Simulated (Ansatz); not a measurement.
Runs of Ansatz 0.2.0 on CsLiCr2Te2S3. The typed cell holds 9 atoms: a = 6.108 Å, b = 6.358 Å, c = 7.995 Å, α = 101.14°, β = 99.87°, γ = 111.27°. The cell was built by a generator and needn't be a form met in nature.

```tsv
task	level	U	cell	k mesh	target pressure (GPa)	hubbard projectors	double counting	atoms under strain	points for each segment of the path	gap on the mesh (eV)	pressure (GPa)	moment (μB)	largest force (eV/Å)
relaxation of cell and atoms	PBE	-	relaxed to 2 GPa	4 × 4 × 3	2	-	-	-	-	none	2.0	5.50	0.01
projected density of states	PBE+U	Cr d U = 8 eV	as given	5 × 5 × 4	-	ortho-atomic (the default)	fll (the default)	-	-	0.07	4.9	6.00	1.84
single point	PBE	-	as given	5 × 5 × 4	-	-	-	-	-	none	0.0	5.40	0.13
projected density of states	PBE+U	Cr d U = 4 eV	as given	5 × 5 × 4	-	ortho-atomic (the default)	fll (the default)	-	-	(a)	2.5	6.00	0.84
projected density of states	PBE+U	Cr d U = 2 eV	as given	5 × 5 × 4	-	ortho-atomic (the default)	fll (the default)	-	-	-	1.2	5.92	0.42
projected density of states	PBE+U	Cr d U = 6 eV	as given	5 × 5 × 4	-	ortho-atomic (the default)	fll (the default)	-	-	(b)	3.7	6.00	1.35
relaxation of cell and atoms	PBE	-	relaxed	4 × 4 × 3	-	-	-	-	-	none	0.0	5.50	0.01
elastic constants	PBE	-	as given	3 × 3 × 3	-	-	-	relaxed	-	0.23	-0.1	6.00	-
relaxation of cell and atoms	PBE	-	relaxed to 5 GPa	4 × 4 × 3	5	-	-	-	-	none	5.0	5.49	0.01
single point	PBE	-	atoms moved at random, drawn with an rms of 0.05 Å	5 × 5 × 4	-	-	-	-	-	none	0.2	5.42	0.81
band structure	PBE	-	as given	5 × 5 × 4	-	-	-	-	10	none	0.0	5.40	0.13
```

Alike in all rows: potentials or basis Ansatz PAW; spin collinear, ferromagnetic start; cutoff (eV) 420; smearing fermi-dirac 0.05 eV.

Problem. Fill in the values left out.

Solution. (a) 0.20; (b) 0.14.

Caveats: only a ferromagnetic start was run, and an antiferromagnetic order may lie lower in energy; spin-orbit coupling is left out, which moves the levels of the heavy elements (some runs); the magnetic or orbital state may not be the lowest (some runs); odd divisions of the mesh miss points on the zone boundary, where band edges often lie, so the gap on the mesh can be too wide (some runs); the plane-wave basis is chosen anew once the cell has moved, so the energies of steps on either side of that aren't comparable (some runs); forces of over 1 eV/Å show positions far from the minimum, so gaps and moduli don't describe the material at rest (some runs); the elastic tensor has a negative eigenvalue, so either the cell is unstable as it stands or the mesh is too thin (some runs).

A k mesh can miss the band edges, and the runs leave out spin-orbit coupling on Cs, Te.

A gap of «none» marks a metal or a gap under the smearing width.
